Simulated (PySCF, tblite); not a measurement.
# C₆H₈O: a rotation path, then NMR shifts on frames

How do NMR shifts of C₆H₈O (`C=C=C=CCOC`) change as the atoms move?

Programs: tblite 0.8.0 and PySCF 2.14.0, with density-fitted response routines of our own. Each step states its level of theory. These are calculated values for one molecule in the gas phase, unless marked as measured. Atoms count from 0, in the outputs and in this text.

## Step 1: The starting structure

15 atoms, charge 0, multiplicity 1; geometry from: GFN2-xTB.

Bonds of the start (Å): C0–C1 1.31, C1–C2 1.26, C2–C3 1.31, C3–C4 1.50, C4–O5 1.41, O5–C6 1.40, C0–H7 1.08, C0–H8 1.08, C3–H9 1.08, C4–H10 1.11, C4–H11 1.10, C6–H12 1.09, C6–H13 1.10, C6–H14 1.10.

## Step 2: A band between two rotamers with GFN2-xTB

Job settings and geometry (Å):

```
{"job": {"kind": "neb", "xc": "GFN2-xTB", "basis": "xTB", "atoms": [3, 4, 5, 6], "turn": 120}, "charge": 0, "multiplicity": 1}
C      3.917641     0.804894     0.262458
C      2.728538     0.264346     0.319606
C      1.591857    -0.270283     0.399513
C      0.403727    -0.818588     0.468759
C     -0.802414    -0.305595    -0.256401
O     -1.917211    -0.391534     0.604507
C     -3.106478     0.048199     0.008906
H      4.751844     0.386906     0.802819
H      4.109424     1.687876    -0.325675
H      0.229665    -1.693011     1.080768
H     -0.980419    -0.924462    -1.156813
H     -0.646889     0.732967    -0.589541
H     -3.883894    -0.041741     0.764671
H     -3.030263     1.094730    -0.313264
H     -3.369540    -0.566714    -0.862017
```

Method: GFN2-xTB climbing-image nudged elastic band, gas phase.

The run is started by

```sh
$ OMP_NUM_THREADS=1 python probes_run.py task.json out
```

This one command runs all jobs of the session in turn.

The program printed:

```text
image   E - E0 / eV
  0      -0.0000
  1       0.0115
  2       0.0368
  3       0.0653
  4       0.0789
  5       0.0670
  6       0.0391
  7       0.0199
  8       0.0134
```

Run time: 3 s. Hardware: 1 thread of Arm Neoverse V1, shared host; peak memory 0.18 GiB.

The final band, with the dihedral C3–C4–O5–C6:

```tsv
image	dihedral (°)	energy (eV)	energy (kcal/mol)
0	-179	0.000	0.0
1	-166	0.011	0.3
2	-153	0.037	0.8
3	-139	0.065	1.5
4	-124	0.079	1.8
5	-109	0.067	1.5
6	-95	0.039	0.9
7	-82	0.020	0.5
8	-74	0.013	0.3
```

## Step 3: NMR shieldings: image 0, PBE0/pcSseg-1

Job settings and geometry (Å):

```
{"job": {"kind": "nmr", "xc": "PBE0", "basis": "pcSseg-1", "pop": false}, "charge": 0, "multiplicity": 1}
C      3.917600     0.804900     0.262500
C      2.728500     0.264300     0.319600
C      1.591900    -0.270300     0.399500
C      0.403700    -0.818600     0.468800
C     -0.802400    -0.305600    -0.256400
O     -1.917200    -0.391500     0.604500
C     -3.106500     0.048200     0.008900
H      4.751800     0.386900     0.802800
H      4.109400     1.687900    -0.325700
H      0.229700    -1.693000     1.080800
H     -0.980400    -0.924500    -1.156800
H     -0.646900     0.733000    -0.589500
H     -3.883900    -0.041700     0.764700
H     -3.030300     1.094700    -0.313300
H     -3.369500    -0.566700    -0.862000
```

Level: GIAO PBE0/pcSseg-1 NMR shielding, non-relativistic, gas phase.

The program printed:

```text
coarse grid: 12568 points
cycle   1  E = -308.0357428973  dE =  9.709e-01  |g| = 5.467e-01  |ddm| = 3.766e+00
cycle   2  E = -307.9888057174  dE =  4.694e-02  |g| = 7.619e-01  |ddm| = 1.266e+00
cycle   3  E = -308.0967074499  dE = -1.079e-01  |g| = 8.256e-02  |ddm| = 7.536e-01
cycle   4  E = -308.0979712069  dE = -1.264e-03  |g| = 2.587e-02  |ddm| = 9.006e-02
cycle   5  E = -308.0980768937  dE = -1.057e-04  |g| = 1.620e-02  |ddm| = 3.459e-02
cycle   6  E = -308.0981507542  dE = -7.386e-05  |g| = 3.636e-03  |ddm| = 1.565e-02
cycle   7  E = -308.0981543834  dE = -3.629e-06  |g| = 7.922e-04  |ddm| = 3.418e-03
final grid: 121432 points
cycle   8  E = -308.1526930960  dE = -2.637e-05  |g| = 1.062e-02  |ddm| = 6.399e-02
cycle   9  E = -308.1526784806  dE =  1.462e-05  |g| = 1.428e-02  |ddm| = 1.667e-02
cycle  10  E = -308.1527150619  dE = -3.658e-05  |g| = 1.531e-03  |ddm| = 9.633e-03
cycle  11  E = -308.1527155825  dE = -5.207e-07  |g| = 1.184e-04  |ddm| = 1.571e-03
cycle  12  E = -308.1527155823  dE =  2.271e-10  |g| = 1.174e-04  |ddm| = 2.013e-04
cycle  13  E = -308.1527155861  dE = -3.775e-09  |g| = 3.863e-05  |ddm| = 1.247e-04
cycle  14  E = -308.1527155865  dE = -4.100e-10  |g| = 7.466e-06  |ddm| = 3.890e-05
converged SCF energy = -308.1527155865

GIAO shielding tensors (ppm)
atom      isotropic    diamagn.    paramagn.     s11        s22        s33       span
  0 C       87.216     265.352    -178.137     16.176     73.487    171.984    155.808
  1 C        0.924     257.294    -256.370    -31.989     17.181     17.580     49.569
  2 C       10.140     252.858    -242.718    -13.800     14.765     29.454     43.255
  3 C       65.574     262.237    -196.663     -0.604     46.474    150.851    151.455
  4 C      107.102     249.339    -142.237     80.173     91.777    149.356     69.183
  5 O      309.207     397.470     -88.263    277.648    311.705    338.269     60.621
  6 C      125.957     243.029    -117.072     95.343     99.414    183.114     87.772
  7 H       26.169      27.781      -1.612     24.450     25.232     28.824      4.374
  8 H       26.206      32.337      -6.130     24.515     25.252     28.852      4.337
  9 H       25.495      31.260      -5.765     23.122     25.584     27.779      4.656
 10 H       27.357      31.882      -4.524     24.168     26.985     30.919      6.751
 11 H       27.750      32.944      -5.194     24.604     27.031     31.614      7.010
 12 H       27.748      27.533       0.216     23.966     25.400     33.879      9.913
 13 H       28.373      29.023      -0.650     24.767     26.204     34.147      9.379
 14 H       28.330      28.235       0.095     24.701     26.218     34.072      9.371
```

Run time: 14 s. Hardware: 1 thread of Arm Neoverse V1, shared host; peak memory 0.72 GiB.

The references, computed at this level on geometries of the same kind, shield at (ppm): ¹H TMS 31.72, ¹³C TMS 186.9, ¹⁷O H2O 336.1. Their shielding less the atom's gives the shift. The references are single molecules in the gas phase, so shifts against H2O, NH3, PH3, H3PO4 or CFCl3 are not on the usual liquid scales and can be off by tens of ppm. Each atom is listed at this fixed geometry, with no averaging over motion; a spectrum would average atoms that exchange fast.

```tsv
atoms	environment	σ (ppm)	δ (ppm)
C1	inner carbon of a cumulene	0.9	186.0
C2	inner carbon of a cumulene	10.1	176.8
C3	terminal carbon of a cumulated C=C=C unit	65.6	121.4
C0	terminal carbon of a cumulated C=C=C unit	87.2	99.7
C4	allylic sp3 CH2 bonded to O	107.1	79.8
C6	methyl carbon bonded to O	126.0	61.0
H9	hydrogen on a terminal carbon of a cumulated C=C=C unit	25.49	6.22
H7	hydrogen on a terminal carbon of a cumulated C=C=C unit	26.17	5.55
H8	hydrogen on a terminal carbon of a cumulated C=C=C unit	26.21	5.51
H10	hydrogen on an allylic sp3 CH2 bonded to O	27.36	4.36
H12	hydrogen on a methyl carbon bonded to O	27.75	3.97
H11	hydrogen on an allylic sp3 CH2 bonded to O	27.75	3.97
H14	hydrogen on a methyl carbon bonded to O	28.33	3.39
H13	hydrogen on a methyl carbon bonded to O	28.37	3.34
O5	ether oxygen	309.2	26.9
```

## Step 4: Shielding tensors: image 2, PBE0/pcSseg-1

Job settings and geometry (Å):

```
{"job": {"kind": "nmr", "xc": "PBE0", "basis": "pcSseg-1", "pop": false}, "charge": 0, "multiplicity": 1}
C      3.994700     0.691600     0.274600
C      2.769000     0.239300     0.308700
C      1.600800    -0.221900     0.372100
C      0.378000    -0.687700     0.426400
C     -0.805500    -0.036300    -0.220600
O     -1.910300    -0.125000     0.656500
C     -3.151000    -0.114800     0.004100
H      4.798200     0.162500     0.760800
H      4.245700     1.604400    -0.240100
H      0.158000    -1.601600     0.961200
H     -1.034800    -0.568300    -1.159800
H     -0.591700     1.014100    -0.470700
H     -3.910700    -0.109800     0.783700
H     -3.271600     0.772700    -0.629400
H     -3.273100    -1.011400    -0.619000
```

Method: GIAO PBE0/pcSseg-1 NMR shielding, non-relativistic, gas phase.

The program printed:

```text
coarse grid: 12568 points
cycle   1  E = -308.0343402104  dE =  9.739e-01  |g| = 5.491e-01  |ddm| = 3.771e+00
cycle   2  E = -307.9876962403  dE =  4.664e-02  |g| = 7.624e-01  |ddm| = 1.390e+00
cycle   3  E = -308.0957852100  dE = -1.081e-01  |g| = 8.416e-02  |ddm| = 8.580e-01
cycle   4  E = -308.0970856625  dE = -1.300e-03  |g| = 2.793e-02  |ddm| = 9.868e-02
cycle   5  E = -308.0971985485  dE = -1.129e-04  |g| = 1.866e-02  |ddm| = 3.843e-02
cycle   6  E = -308.0972988425  dE = -1.003e-04  |g| = 3.300e-03  |ddm| = 1.752e-02
cycle   7  E = -308.0973017651  dE = -2.923e-06  |g| = 7.880e-04  |ddm| = 3.172e-03
final grid: 121432 points
cycle   8  E = -308.1515052933  dE = -2.513e-05  |g| = 1.084e-02  |ddm| = 7.159e-02
cycle   9  E = -308.1514892282  dE =  1.607e-05  |g| = 1.472e-02  |ddm| = 1.898e-02
cycle  10  E = -308.1515278682  dE = -3.864e-05  |g| = 1.509e-03  |ddm| = 1.108e-02
cycle  11  E = -308.1515283808  dE = -5.126e-07  |g| = 1.048e-04  |ddm| = 1.653e-03
cycle  12  E = -308.1515283808  dE =  6.560e-11  |g| = 1.017e-04  |ddm| = 1.941e-04
cycle  13  E = -308.1515283835  dE = -2.760e-09  |g| = 3.679e-05  |ddm| = 1.096e-04
cycle  14  E = -308.1515283839  dE = -3.785e-10  |g| = 7.018e-06  |ddm| = 3.829e-05
converged SCF energy = -308.1515283839

GIAO shielding tensors (ppm)
atom      isotropic    diamagn.    paramagn.     s11        s22        s33       span
  0 C       87.403     265.211    -177.807     16.197     73.958    172.055    155.857
  1 C        0.973     257.285    -256.312    -32.132     17.197     17.854     49.986
  2 C       10.852     252.854    -242.002    -13.157     15.389     30.324     43.481
  3 C       64.744     262.240    -197.496     -1.027     47.207    148.053    149.080
  4 C      107.957     248.762    -140.805     79.984     93.221    150.666     70.682
  5 O      316.493     397.532     -81.039    276.832    325.854    346.792     69.959
  6 C      125.222     242.920    -117.698     92.011    101.446    182.210     90.199
  7 H       26.182      28.099      -1.917     24.440     25.234     28.872      4.431
  8 H       26.231      31.927      -5.696     24.550     25.242     28.902      4.352
  9 H       25.535      31.597      -6.062     23.172     25.558     27.874      4.702
 10 H       27.735      32.503      -4.768     24.386     28.004     30.815      6.429
 11 H       27.328      32.129      -4.801     23.884     26.692     31.409      7.525
 12 H       27.815      27.493       0.321     24.094     25.386     33.964      9.870
 13 H       28.327      28.440      -0.113     24.763     25.916     34.302      9.539
 14 H       28.261      28.580      -0.318     24.348     26.530     33.906      9.558
```

It took 13 s on 1 thread of Arm Neoverse V1, shared host; peak memory 0.81 GiB.

This run: δ C1 186.0, C2 176.1, C3 122.2, C0 99.5, H9 6.18, H7 5.54 ppm.

(Part 1 of 2 ends here.)
